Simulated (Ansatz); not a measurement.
# MoS2: the cost of one run

Computed with Ansatz 0.2.0 (DFT PBEsol, scalar-relativistic, plane waves, PAW, unless a step's input says otherwise).

The COD entry's cell or inner coordinates are ideal or old and differ from later refinements, so a difference from it is no clean test against experiment.

2 further runs of the same task are left out: 2 set aside as unsound or not needed.

## Step 1: The structure to begin with

It takes space group R-3m (No. 166, trigonal). Conventional cell: a = 3.120 Å, b = 3.120 Å, c = 18.258 Å, α = 90.00°, β = 90.00°, γ = 120.00°. Mo (site symmetry -3m) has 6 S at 2.41 Å as nearest neighbours. S (site symmetry 3m) has 3 Mo at 2.41 Å as nearest neighbours.

As a file:

```
Mo S
1.0
     1.56020    0.90078    6.08602
    -1.56020    0.90078    6.08602
     0.00000   -1.80157    6.08602
Mo S
1 2
Cartesian
  0.0000 0.0000 0.0000
  0.0000 0.0000 13.7731
  0.0000 0.0000 4.4850
```

It is the result of an earlier relaxation at this level (volume 17.11 Å³/atom; gap on the mesh: none (metal)).

## Step 2: Electronic structure at the relaxed geometry

File input.yaml:

```yaml
crystal:
  lattice:
    - [1.5602034507, 0.9007838822, 6.086024867]
    - [-1.5602034507, 0.9007838822, 6.086024867]
    - [0.0, -1.8015677645, 6.086024867]
  atoms:
    - { symbol: Mo, position: [0.0, 0.0, 0.0] }
    - { symbol: S, position: [0.7543566529, 0.7543566529, 0.7543566529] }
    - { symbol: S, position: [0.2456433471, 0.2456433471, 0.2456433471] }
basis:
  ecutwfc: 420
kpoints:
  mp_grid: { grid: [18, 18, 18] }
  band_path:
    path:
      - [[0.0, 0.0, 0.0], [0.5, 0.5, 0.5], [0.81872897, 0.18127103, 0.5]]
      - [[0.5, -0.18127103, 0.18127103], [0.5, 0.0, 0.0], [0.0, 0.0, 0.0], [0.34063551, -0.34063551, 0.0]]
      - [[0.65936449, 0.0, 0.34063551], [0.5, 0.0, 0.5], [0.0, 0.0, 0.0]]
    npoints: 14
hamiltonian:
  xc: pbesol
scf:
  occupations: { method: gaussian, width: 0.1 }
  n_extra_bands: 7
output:
  forces: true
  stress: true
  eigenvalues: true
  populations: true
  dos: { projected: true, de: 0.02, nscf_kmesh: { grid: [27, 27, 27] } }
  bader: true
  write_density: true
  write_potential: true
  elf: true
  volumetric_format: npy
```

On the command line:

```
$ ansatz run input.yaml --threads 1 --pin off --max-ram 2560MiB --backend cpu --events-out ev --progress --plain --runs-dir out
```

Q: Estimate wall time and peak memory on 1 thread of Arm Neoverse V1, shared host.

About 2 min, with a peak of 1.2 GiB.
